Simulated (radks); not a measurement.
# Si with its nuclear charge varied continuously

One table from this session's results is given with a row withheld; the runs are named, their logs left out.

Program: radks (a radial shooting solver on a logarithmic mesh, Libxc functionals) version 1. Level of theory: scalar-relativistic Kohn-Sham, PBE, spin-unpolarised, spherical densities, point nucleus. These are calculated values, not measurements, unless marked.

**The system**

- element: silicon (Z = 14)
- charge: 0
- electrons: 14
- configuration: [Ne] 3s2 3p2

The outer shells:

Si
```
[Ne] core
3s [↑↓]
3p [↑ ][↑ ][  ]
```

Set-up of the first run:

Settings of this run:

```text
Z 14
configuration [Ne] 3s2 3p2
relativity scalar-relativistic
functional pbe,pbe
spin unpolarised
nucleus point
c 137.035999084
```

Among the steps run: Z = 14.

One table of the session follows, with a row left open; its other results are not shown here.

From the orbitals of this run (lengths in bohr):

```
level     <r>  outermost maximum (interpolated)  90 % within  nodes
   1s       ?                                 ?            ?      ?
   2s  0.5680                             0.454        0.895      1
   2p  0.5376                             0.388        0.904      0
   3s   2.163                              1.79         3.30      2
   3p   2.795                              2.16         4.45      1
```

**Question.** Estimate the row for 1s.

As computed: <r>: 0.1113; outermost maximum (interpolated): 0.0726; 90 % within: 0.199; nodes: 0. In the column «<r>» it is the lowest.

Caveats from the session: At Z = 14 the central difference of E is -49.431 hartree, against -49.421 from the Hellmann-Feynman theorem; the scalar-relativistic energy here is not variational, so the two differ by a part that grows with Z.
